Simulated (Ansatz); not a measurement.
The system is GdO.

```
Gd O
1.0
     2.80181    0.00000    0.00000
     0.00000    2.80181    0.00000
     0.00000    0.00000    2.80181
Gd O
1 1
Direct
  0.00000 0.00000 0.00000
  0.50000 0.50000 0.50000
```

The cell comes from a database or a generator and needn't be the stable form of this composition.

Base run:

| Quantity | Value |
| --- | --- |
| Program | Ansatz 0.2.0 |
| Functional | PBE |
| Potentials or basis | Ansatz PAW earlier set |
| Cutoff | 930 eV |
| Density cutoff | 7440 eV |
| k mesh | 9 × 9 × 9 |
| Occupations | fermi-dirac, width 0.05 eV |
| Spin | collinear spin, ferromagnetic start |
| Starting moments | [7.0, 0.0] μB |

Its results: band gap on the k mesh none (metal or under the smearing width); pressure 47.9 GPa; net moment 6.97 μB per cell; site moments Gd +6.73; O +0.02 μB.

Question: After a change of settings the same cell gave: band gap on the k mesh none (metal or under the smearing width); pressure 50.5 GPa; net moment 6.98 μB per cell; site moments Gd +6.74; O +0.02 μB. Which change was it?
A. potentials or basis from Ansatz PAW earlier set to Ansatz PAW; cutoff from 930 eV to 420 eV; density cutoff from 7440 eV to 1680 eV; occupations from fermi-dirac, width 0.05 eV to gaussian, width 0.024 eV
B. potentials or basis from Ansatz PAW earlier set to SSSP efficiency PAW; cutoff from 930 eV to 680 eV; density cutoff from 7440 eV to 6803 eV
C. functional from PBE to r2SCAN; potentials or basis from Ansatz PAW earlier set to Ansatz PAW; cutoff from 930 eV to 500 eV; density cutoff from 7440 eV to 2000 eV
D. potentials or basis from Ansatz PAW earlier set to Ansatz PAW; cutoff from 930 eV to 420 eV; density cutoff from 7440 eV to 1680 eV

Answer: B.

Caveats: a pressure of tens of GPa on the cell as given is suspect, and the run, the potentials or the cell itself is likely at fault; spin-orbit coupling is left out, which moves the levels of the heavy elements; a cell with one magnetic atom can't hold antiferromagnetic order, which such compounds often take; without U or exact exchange the open f shell lies at the Fermi level, which spoils levels, moments and volumes.

Not every run made on this cell is shown here.
